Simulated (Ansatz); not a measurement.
**SiH4O3 (SMILES O[SiH](O)O): BHLYP/6-311+G(d,p)**

Aim: the electronic atomisation energy of SiH4O3 at BHLYP/6-311+G**, from 4 runs. 

Program for the calculation: Ansatz 0.2.0.

30 further runs of the same task are left out: 30 set aside as unsound or not needed. Runs told in other sessions of the task aren't counted.

## (1) Starting point

SiH4O3: 8 atoms, total charge 0, spin state singlet. As SMILES, `O[SiH](O)O`. The shape is that of a PBE0-D4/def2-TZVP optimisation. This is one conformer, not always the lowest.

Bond lengths: O1–Si2 1.630 Å, Si2–O3 1.641 Å, Si2–O4 1.633 Å, O1–H5 0.959 Å, Si2–H6 1.476 Å, O3–H7 0.958 Å, O4–H8 0.958 Å. Angles: O1–Si2–O3 114.4°, O1–Si2–O4 109.0°, O3–Si2–O4 105.0°, O1–Si2–H6 104.5°, O3–Si2–H6 110.6°, O4–Si2–H6 113.5°, Si2–O1–H5 117.6°, Si2–O3–H7 117.9°, Si2–O4–H8 116.6°.

## (2) The energy at BHLYP/6-311+G(d,p)

Contents of input.yaml:

```yaml
crystal:
  periodic: [false, false, false]
  atoms:
    - {symbol: O, position_ang: [0.057900, 1.618800, -0.225000]}
    - {symbol: Si, position_ang: [-0.171600, 0.082600, 0.269200]}
    - {symbol: O, position_ang: [1.169300, -0.861100, 0.196500]}
    - {symbol: O, position_ang: [-1.250800, -0.639700, -0.721300]}
    - {symbol: H, position_ang: [0.176800, 1.769800, -1.164500]}
    - {symbol: H, position_ang: [-0.642800, 0.209400, 1.662000]}
    - {symbol: H, position_ang: [1.894900, -0.655000, 0.786800]}
    - {symbol: H, position_ang: [-1.141700, -1.581700, -0.859700]}
basis:
  gaussian:
    orbitals: 6-311+G_st__st_-spherical.json
hamiltonian:
  xc: {name: BHLYP}
accuracy: high
output: {orbitals: {seedname: orbitals}}
```

The basis set 6-311+G** is read from a file made from the Basis Set Exchange's data (not shown).

The run is started by

```console
ansatz run input.yaml --threads 1 --pin off --max-ram 3480MiB --events-out events.jsonl --progress --plain --runs-dir runs
```

Log:

```text
Warning: RAYON_NUM_THREADS=1 ignored (pool sized by the plan → 1); use --threads N
Functional definition: BHLYP
  name "BHLYP"
  parameter a = 0.5
  exchange = (1 - a)*b88_x + a*exact_x
  correlation = lyp_c
2260 factors; integrals over basis functions are off by at most 4.0e-9 eV
mean field evaluation 1: about -14077.5030 eV, gradient 7.8e1 eV
mean field evaluation 2: about -14073.9906 eV, gradient 9.0e1 eV
mean field evaluation 4: about -14086.7487 eV, gradient 6.0e-1 eV
mean field evaluation 8: about -14087.0509 eV, gradient 2.3e-1 eV
mean field evaluation 16: about -14087.0510 eV, gradient 1.9e-5 eV
mean field -14087.05098558 eV, -517.6895751739 hartree, gradient 7.9e-8 eV, S^2 0.000000; 0 other end points of the search recorded, 0 dependent functions left out
reference -14087.05101549 eV, -517.6895762733 hartree; 21, 21 occupied and 99, 99 virtual orbitals, 2260 factors
Total energy: -14087.05101549 eV, -517.6895762733 hartree
```

Wall time 12 s (1 thread of Arm Neoverse V2, shared host); peak memory 0.42 GiB.

## (3) The H atom

Contents of molecule.yaml:

```yaml
basis:
  gaussian: {orbitals: 6-311+G_st__st_.json}
crystal:
  periodic: [false, false, false]
  atoms:
    - {symbol: H, position_ang: [0.000000, 0.000000, 0.000000]}
magnetization: {spin_polarized: true, initial_magnetization: 1}
hamiltonian: {xc: {name: BHLYP}}
accuracy: high
```

The basis set 6-311+G** is read from a file made from the Basis Set Exchange's data (not shown).

Run the same way, it converges to -0.49855 Eh (log not shown).

## (4) The O atom at the same level

Contents of input.yaml:

```yaml
crystal:
  periodic: [false, false, false]
  atoms:
    - {symbol: O, position_ang: [0.000000, 0.000000, 0.000000]}
basis:
  gaussian: {orbitals: 6-311+G_st__st_.json}
magnetization: {spin_polarized: true, initial_magnetization: 2}
hamiltonian: {xc: {name: BHLYP}}
accuracy: high
```

The basis set 6-311+G** is read from a file made from the Basis Set Exchange's data (not shown).

Run the same way, it converges to -75.07019 Eh (log not shown).

## (5) The Si atom, same level

Contents of run.yaml:

```yaml
crystal:
  periodic: [false, false, false]
  atoms:
    - symbol: Si
      position_ang: [0.000000, 0.000000, 0.000000]
basis:
  gaussian:
    orbitals: 6-311+G_st__st_-spherical.json
magnetization:
  spin_polarized: true
  initial_magnetization: 2
hamiltonian:
  xc: {name: BHLYP}
accuracy: high
```

The basis set 6-311+G** is read from a file made from the Basis Set Exchange's data (not shown).

Run the same way, it converges to -289.37814 Eh (log not shown).

## (6) Summary of results

Level: BHLYP/6-311+G**.

| quantity | value |
| --- | --- |
| molecule: total energy | -517.68958 Eh |
| molecule: HOMO energy | -10.73 eV |
| molecule: LUMO energy | 0.31 eV |
| molecule: HOMO–LUMO gap | 11.04 eV |
| H atom: total energy | -0.49855 Eh |
| H atom: ⟨S²⟩ | 0.750 |
| O atom: total energy | -75.07019 Eh |
| O atom: ⟨S²⟩ | 2.004 |
| Si atom: total energy | -289.37814 Eh |
| Si atom: ⟨S²⟩ | 2.003 |
| electronic atomisation energy | 30.114 eV |

Taking the molecule apart into free atoms costs 30.11 eV (2906 kJ/mol), before zero-point energy and without spin-orbit coupling.
